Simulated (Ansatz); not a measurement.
# SrHgGeSe4: the cost of one run

Method: DFT, levels as named, plane waves, PAW, in Ansatz 0.2.0.

## 1. Starting point

It takes space group Ama2 (No. 40, orthorhombic). The conventional cell has a = 10.838 Å, b = 10.746 Å, c = 6.638 Å, α = 90.00°, β = 90.00°, γ = 90.00°. Around Sr (site symmetry 2) lie 8 Se at 3.17 to 3.29 Å. Ge (site symmetry m) has 4 Se at 2.32 to 2.39 Å as nearest neighbours. Hg (site symmetry m) is surrounded by 4 Se at 2.52 to 2.82 Å. Se (site symmetry 1) is surrounded by 1 Ge at 2.36 Å and 1 Hg at 2.71 Å and 2 Sr at 3.29 Å. Se (site symmetry m) has 1 Ge at 2.39 Å and 1 Hg at 2.52 Å and 2 Sr at 3.17 Å as nearest neighbours. Around Se (site symmetry m) lie 1 Ge at 2.32 Å and 1 Hg at 2.82 Å and 2 Sr at 3.22 Å.

As a file:

```
CELL_PARAMETERS angstrom
10.83750 0.00000 0.00000
0.00000 5.37280 3.31885
0.00000 -5.37280 3.31885
ATOMIC_POSITIONS crystal
Sr 0.00000 0.25320 0.25320
Sr 0.50000 0.25320 0.25320
Ge 0.25000 0.95580 0.51940
Ge 0.75000 0.51940 0.95580
Hg 0.25000 0.52687 0.86097
Hg 0.75000 0.86097 0.52687
Se 0.07626 0.18248 0.72152
Se 0.92374 0.72152 0.18248
Se 0.42374 0.18248 0.72152
Se 0.57626 0.72152 0.18248
Se 0.25000 0.96240 0.14460
Se 0.75000 0.14460 0.96240
Se 0.25000 0.55740 0.42860
Se 0.75000 0.42860 0.55740
```

## 2. PBE: cell and atoms

Contents of input.yaml:

```yaml
crystal:
  lattice:
    - [10.8375, 0.0, 0.0]
    - [0.0, 5.3728, 3.31885]
    - [0.0, -5.3728, 3.31885]
  atoms:
    - { symbol: Sr, position: [0.0, 0.2532, 0.2532] }
    - { symbol: Sr, position: [0.5, 0.2532, 0.2532] }
    - { symbol: Ge, position: [0.25, 0.9558, 0.5194] }
    - { symbol: Ge, position: [0.75, 0.5194, 0.9558] }
    - { symbol: Hg, position: [0.25, 0.52687, 0.86097] }
    - { symbol: Hg, position: [0.75, 0.86097, 0.52687] }
    - { symbol: Se, position: [0.07626, 0.18248, 0.72152] }
    - { symbol: Se, position: [0.92374, 0.72152, 0.18248] }
    - { symbol: Se, position: [0.42374, 0.18248, 0.72152] }
    - { symbol: Se, position: [0.57626, 0.72152, 0.18248] }
    - { symbol: Se, position: [0.25, 0.9624, 0.1446] }
    - { symbol: Se, position: [0.75, 0.1446, 0.9624] }
    - { symbol: Se, position: [0.25, 0.5574, 0.4286] }
    - { symbol: Se, position: [0.75, 0.4286, 0.5574] }
  symmetry: { tolerance: 0.0003 }
hamiltonian:
  xc: pbe
  pseudopotentials: { kind: paw, azcp: { folder: soft_1 } }
basis:
  ecutwfc: 420
magnetization:
  spin_polarized: false
scf:
  occupations: { method: fermi_dirac, width: 0.02 }
kpoints:
  mp_grid: { grid: [4, 4, 4], shift: [0, 0, 0] }
output:
  forces: true
  stress: true
  eigenvalues: true
relax:
  max_steps: 60
  cell: {}
```

Launch:

```sh
$ ansatz run input.yaml --threads 4 --pin off --max-ram 10240MiB --backend cpu --events-out ev --progress --plain --runs-dir out
```

Q: Estimate wall time and peak memory on 4 threads of Intel Xeon Platinum 8375C at 2.90GHz (Ice Lake), shared host.

About 4.1 min, with a peak of 1.9 GiB.
